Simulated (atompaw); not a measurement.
# Pseudopotential generation for tantalum: PAW (atompaw), PBEsol

Task: generate the file, and judge it by its logarithmic derivatives, its ghosts and its cutoff.

Program: atompaw 4.2.0.5. Reference atom: PBEsol, scalar-relativistic, spherical and spin-unpolarised. All values are calculated.

### Step 1. Starting point

The settings as typed:

- element: tantalum (Ta, Z = 73)
- type: PAW
- frozen core: [Xe] 4f14
- valence charge: 5
- reference configuration: 5d3 6s2 6p0
- partial waves: 6s (bound): rc 3.00 bohr; 6s channel at 2.9 Ry: rc 2.50 bohr; 6p (bound, empty): rc 3.00 bohr; 6p channel at 3.5 Ry: rc 3.00 bohr; 5d (bound): rc 3.00 bohr; 5d channel at 3.1 Ry: rc 2.95 bohr
- local potential: troulliermartins scheme with l = 3 at 0 Ry, radius 2.65 bohr
- core correction: smooth core density matched at 1.65 bohr
- augmentation charge: gaussian compensation charge, radius 2.50 bohr; PAW radius 3.00 bohr; waves and projectors: custom polynom2 7 10 vanderbiltortho

The outer shells as boxes (Hund's rule for the drawing; the calculation is spin-unpolarised):

```
[Xe] core
4f [↑↓][↑↓][↑↓][↑↓][↑↓][↑↓][↑↓]
5d [↑ ][↑ ][↑ ][  ][  ]
6s [↑↓]
6p [  ][  ][  ]
```

The nodes and maxima of the atom's own shells, from an earlier all-electron run, set the scale for the radii.

All-electron outer shells of the reference configuration (PBEsol, scalar-relativistic, ld1.x):

| shell | level (eV) | outermost node (bohr) | outermost maximum (bohr) |
| --- | --- | --- | --- |
| 5p | -39.42 | 0.58 | 1.13 |
| 4f | -24.73 | – | 0.44 |
| 6s | -5.47 | 1.32 | 2.78 |
| 5d | -3.62 | 0.65 | 1.58 |
| 6p | -1.36 | 1.59 | 3.85 |

### Step 2. The generation run

Ta.input reads:

```
Ta 73
GGA-PBESOL scalarrelativistic loggrid 2001 logderivrange -2 5 176
6 6 5 4 0 0
6 1 0
5 2 3
0 0 0
c
c
c
c
c
v
c
c
c
c
v
c
c
v
c
2
3.00 2.50 2.65 1.65
y
2.9
n
y
3.5
n
y
3.1
n
custom polynom2 7 10 vanderbiltortho gaussian
3 0 troulliermartins
3.00
2.50
3.00
3.00
3.00
2.95
PWSCFOUT
UPFDX 0.0125d0 UPFXMIN -7.d0 UPFZMESH 73.d0
END
```

On the command line:

```sh
atompaw < Ta.input > Ta.log
```

What does the calculation give? Wanted: cutoffs for 10 and 1 mRy, occupied levels; bound ghosts; largest phase difference near zero energy, channels read; lowest eigenvalue of the overlap; share of valence orbitals outside the PAW sphere; UPF file.

**Answer**, as computed:

| quantity | value |
| --- | --- |
| cutoffs for 10 and 1 mRy, occupied levels | 15 Ry and 35 Ry |
| bound ghosts | none found |
| largest phase difference near zero energy, channels read | 3.139 rad |
| lowest eigenvalue of the overlap (Bessel basis) | 0.554 (s) |
| share of valence orbitals outside the PAW sphere | 6s 54 %, 6p 85 %, 5d 20 % |
| UPF file | written |

**Reading.** By its cutoff, 15 Ry for the looser tolerance, it is soft on the atom at that tolerance. The slowest occupied level is 5d: taken alone it needs 25 Ry to come within 1 mRy, against 6 Ry or less for 6s. The Bessel-basis test finds no level below the valence levels. Of the channels read, s scatters worst near zero energy, by up to 3.14 rad. A step near π is an extra or missing state, not a misfit of shape. The pseudo curves have a pole with no partner nearby in the atom's: s at 0.34 Ry. At positive energy that is a spurious or a displaced resonance.
